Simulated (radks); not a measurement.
**The series with 15 electrons, P to Sb³⁶⁺**

An exercise on one series of results from a longer session: the logs are not shown, and one member is left open.

Method: scalar-relativistic Kohn-Sham, PBE, spin-unpolarised, spherical densities, point nucleus. Code: radks (a radial shooting solver on a logarithmic mesh, Libxc functionals) version 1.

**Starting point**

| Item | Value |
| --- | --- |
| electrons | 15 |
| ions | P, Ar³⁺, Sc⁶⁺, Cr⁹⁺, Co¹²⁺, Zn¹⁵⁺, As¹⁸⁺, Kr²¹⁺, Mo²⁷⁺, Rh³⁰⁺, Cd³³⁺, Sb³⁶⁺ |
| configuration | NIST ground configuration of each |

Set-up of the first run:

Input:

```text
Z 15
configuration [Ne] 3s2 3p3
relativity scalar-relativistic
functional pbe,pbe
spin unpolarised
nucleus point
c 137.035999084
```

Among the steps run: P, [Ne] 3s2 3p3; Ar³⁺, [Ne] 3s2 3p3; Sc⁶⁺, [Ne] 3s2 3p3; Cr⁹⁺, [Ne] 3s2 3p3; Co¹²⁺, [Ne] 3s2 3p3; Zn¹⁵⁺, [Ne] 3s2 3p3; As¹⁸⁺, [Ne] 3s2 3p3; Kr²¹⁺, [Ne] 3s2 3p3; Mo²⁷⁺, [Ne] 3s2 3p3; Rh³⁰⁺, [Ne] 3s2 3p3; Cd³³⁺, [Ne] 3s2 3p3; Sb³⁶⁺, [Ne] 3s2 3p3.

One of the session's tables, all rows but one given; the rest of the session is left out.

```
  ion  E (hartree)  ε(1s) (eV)  ε(2p) (eV)  ε(3s) (eV)  ε(3p) (eV)
    P   -341.90216     -2084.2     -124.49     -13.969      -5.507
 Ar³⁺   -526.02164     -3170.2     -278.20     -65.586     -49.939
 Sc⁶⁺   -752.10691     -4509.2     -496.45     -147.03     -124.01
 Cr⁹⁺  -1020.34594     -6101.6     -777.57     -256.98     -226.31
Co¹²⁺  -1331.06057     -7949.7     -1121.3     -395.26     -356.53
Zn¹⁵⁺  -1684.65507    -10056.0     -1527.6     -561.97     -514.60
As¹⁸⁺  -2081.60533    -12424.2     -1996.8     -757.34     -700.59
Kr²¹⁺  -2522.45737    -15057.9     -2529.3     -981.70     -914.61
Mo²⁷⁺  -3538.41407      -21141     -3785.9     -1519.0     -1427.4
Rh³⁰⁺            ?           ?           ?           ?           ?
Cd³³⁺  -4738.40452      -28347     -5301.4     -2177.8     -2054.6
Sb³⁶⁺  -5409.62311      -32388     -6157.9     -2554.4     -2411.8
```

**Question.** Estimate the row for Rh³⁰⁺.

The run gave: E (hartree): -4114.98590; ε(1s) (eV): -24600; ε(2p) (eV): -4511.0; ε(3s) (eV): -1832.9; ε(3p) (eV): -1726.6. In the column «E (hartree)» it lies between Cd³³⁺ (-4738.40452) and Mo²⁷⁺ (-3538.41407).
